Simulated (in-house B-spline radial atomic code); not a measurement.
**Nd⁶⁺: ionisation energy by several methods**

Aim: the ionisation energy of Nd⁶⁺ by several methods, each as the difference of two self-consistent energies (Nd⁶⁺ and the next ion, [Kr] 4d10 4f2 5s2 5p3).

The numbers are computed with in-house B-spline radial atomic code version 1 (non-relativistic, several functionals, spin-polarised; spherical all-electron atom at the radial basis limit), except any that are marked as measured or tabulated.

### 1 Starting point

| Quantity | Value |
| --- | --- |
| element | neodymium (Z = 60) |
| charge | +6 |
| electrons | 54 |
| configuration | [Kr] 4d10 4f2 5s2 5p4 |
| nucleus | point |

Outer shells as boxes (Hund's rule):

[Kr] 4d10 4f2 5s2 5p4
```
[Kr] core
4d [↑↓][↑↓][↑↓][↑↓][↑↓]
4f [↑ ][↑ ][  ][  ][  ][  ][  ]
5s [↑↓]
5p [↑↓][↑ ][↑ ]
```

Where spins are not typed, each open shell is filled with up spins first.

### 2 LDA (VWN5)

The run's settings:

```ini
Z = 60
electrons = 54.0
configuration = [Kr] 4d10 4f2 5s2 5p4
hamiltonian = nr
method = lda,vwn
spin_polarised = True
```

### 3 RPBE

Settings: those of step 2 with these lines changed.

```diff
@@ -4,3 +4,3 @@
 hamiltonian = nr
-method = lda,vwn
+method = rpbe,pbe
 spin_polarised = True
```

### 4 M06-L

Settings: those of step 3 with these lines changed.

```diff
@@ -4,3 +4,3 @@
 hamiltonian = nr
-method = rpbe,pbe
+method = m06l
 spin_polarised = True
```

### 5 BLYP

Settings: those of step 4 with these lines changed.

```diff
@@ -4,3 +4,3 @@
 hamiltonian = nr
-method = m06l
+method = b88,lyp
 spin_polarised = True
```

### 6 Hartree-Fock

Settings: those of step 5 with these lines changed.

```diff
@@ -4,3 +4,3 @@
 hamiltonian = nr
-method = b88,lyp
+method = hf
 spin_polarised = True
```

### 7 LDA (PW92)

Settings: those of step 6 with these lines changed.

```diff
@@ -4,3 +4,3 @@
 hamiltonian = nr
-method = hf
+method = lda,pw
 spin_polarised = True
```

Q: The tabulated ionisation energy is 99 ± 5 eV (tabulated theoretical; NIST Atomic Spectra Database). What does each method give, and which comes nearest?

As calculated:

| method | rung | total energy (hartree) | ΔSCF (eV) | −ε highest (eV) | ΔSCF less tabulated (eV) |
| --- | --- | --- | --- | --- | --- |
| LDA (VWN5) | LDA | -9271.6643 | 94.975 | 87.077 (4f up) | -4.025 |
| LDA (PW92) | LDA | -9271.6405 | 94.975 | 87.065 (4f up) | -4.025 |
| RPBE | GGA | -9278.1641 | 94.081 | 86.660 (4f up) | -4.919 |
| BLYP | GGA | -9278.5333 | 94.438 | 86.459 (4f up) | -4.562 |
| M06-L | meta-GGA | -9278.1351 | 93.647 | 86.370 (4f up) | -5.353 |
| Hartree-Fock | Hartree-Fock | -9275.5043 | 92.615 | 93.048 (5p down) | -6.385 |

What this shows: The tabulated ionisation energy is 99 ± 5 eV (tabulated theoretical; NIST Atomic Spectra Database). LDA (PW92) comes nearest (-4.025 eV) and Hartree-Fock is farthest (-6.385 eV, 6.4 %). Mean absolute error by rung (exchange-only levels left out): LDA 4.02 eV, GGA 4.74 eV, meta-GGA 5.35 eV, Hartree-Fock 6.39 eV. The table's own uncertainty exceeds the spread between the methods, so their order is not settled. All methods miss on the same side by much the same amount, which points to something that they share. These runs lack relativity altogether, which can outweigh the gaps between the methods, so the nearest may be so by luck. These runs leave out relativity, which matters at this nuclear charge. Open shells are averaged (over orientations, and over spins where the run is restricted), while tables refer to the lowest levels. ΔSCF removes a 5p electron, which is not the highest level in every run, so the two columns can refer to different electrons.
